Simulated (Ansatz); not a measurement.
# AlH₃O₂Si: basis-set convergence

The task here is to estimate one member of a computed series from the others.

Computed with Ansatz 0.2.0, Gaussian basis. Level: one geometry, several basis sets.

The runs, in order: PBE0-D4/def2-SVP; ωB97M-V/def2-SVP; PBE0-D4/def2-QZVPP; ωB97M-V/def2-QZVPP; the functionals' def2-TZVPP values are taken from earlier runs.

**The geometry**

An earlier PBE0-D4 in a triple-zeta def2 set relaxation fixed the geometry.

SMILES `[OH][Al]1[O][SiH2]1`, 7 atoms, charge 0, spin multiplicity 1.

Atoms are counted from 1 here; the program's logs count them from 0.

Bond lengths: O1–Al2 1.681 Å, O1–H5 0.955 Å, Al2–O3 1.732 Å, Al2–Si4 2.270 Å, O3–Si4 1.684 Å, Si4–H6 1.489 Å, Si4–H7 1.489 Å. Angles: Al2–O1–H5 125.8°, O1–Al2–O3 129.6°, O1–Al2–Si4 177.0°, O3–Al2–Si4 47.5°, Al2–O3–Si4 83.3°, Al2–Si4–O3 49.3°, Al2–Si4–H6 126.4°, Al2–Si4–H7 126.3°, O3–Si4–H6 115.2°, O3–Si4–H7 115.2°, H6–Si4–H7 107.0°.

As a file:

```xyz
7
AlH3O2Si
O    -2.09439   -1.01137   -0.92965
Al   -0.69836   -0.27294   -0.35456
O     0.48572   -0.86833    0.76032
Si    1.20785    0.62809    0.48545
H    -2.71360   -0.62958   -1.54845
H     1.31529    1.51025    1.68058
H     2.55880    0.57589   -0.13928
```

The first run:

Contents of in.yaml:

```yaml
crystal:
  periodic: [false, false, false]
  atoms:
    - {symbol: O, position_ang: [-2.094393, -1.011375, -0.929649]}
    - {symbol: Al, position_ang: [-0.698364, -0.272939, -0.354564]}
    - {symbol: O, position_ang: [0.485717, -0.868332, 0.760316]}
    - {symbol: Si, position_ang: [1.207847, 0.628094, 0.485451]}
    - {symbol: H, position_ang: [-2.713597, -0.629585, -1.548450]}
    - {symbol: H, position_ang: [1.315292, 1.510250, 1.680579]}
    - {symbol: H, position_ang: [2.558798, 0.575887, -0.139285]}
basis:
  gaussian: {orbitals: def2-SVP}
hamiltonian: {xc: pbe0, dispersion: d4}
output: {orbitals: {seedname: orbitals}}
```

Command:

```sh
$ ansatz run in.yaml --threads 2 --pin off --events-out ev --progress --plain --max-ram 4352MiB
```

Among the steps run: PBE0-D4 in def2-SVP; ωB97M-V in def2-SVP; PBE0-D4 in def2-QZVPP; ωB97M-V in def2-QZVPP.

One table of the session follows, with a row left open; its other results are not shown here.

It belongs to the step «Functionals by basis». 

```
functional       basis  HOMO (eV)  LUMO (eV)
   PBE0-D4    def2-SVP      -6.35      -1.55
   PBE0-D4  def2-TZVPP      -6.39      -1.64
   PBE0-D4  def2-QZVPP          ?          ?
   ωB97M-V    def2-SVP      -8.31       0.21
   ωB97M-V  def2-TZVPP      -8.39       0.05
   ωB97M-V  def2-QZVPP      -8.43      -0.15
```

**Question.** Estimate the row for PBE0-D4, def2-QZVPP.

As computed: HOMO (eV): -6.43; LUMO (eV): -1.71. In the column «HOMO (eV)» it lies between ωB97M-V, def2-SVP (-8.31) and PBE0-D4, def2-TZVPP (-6.39).
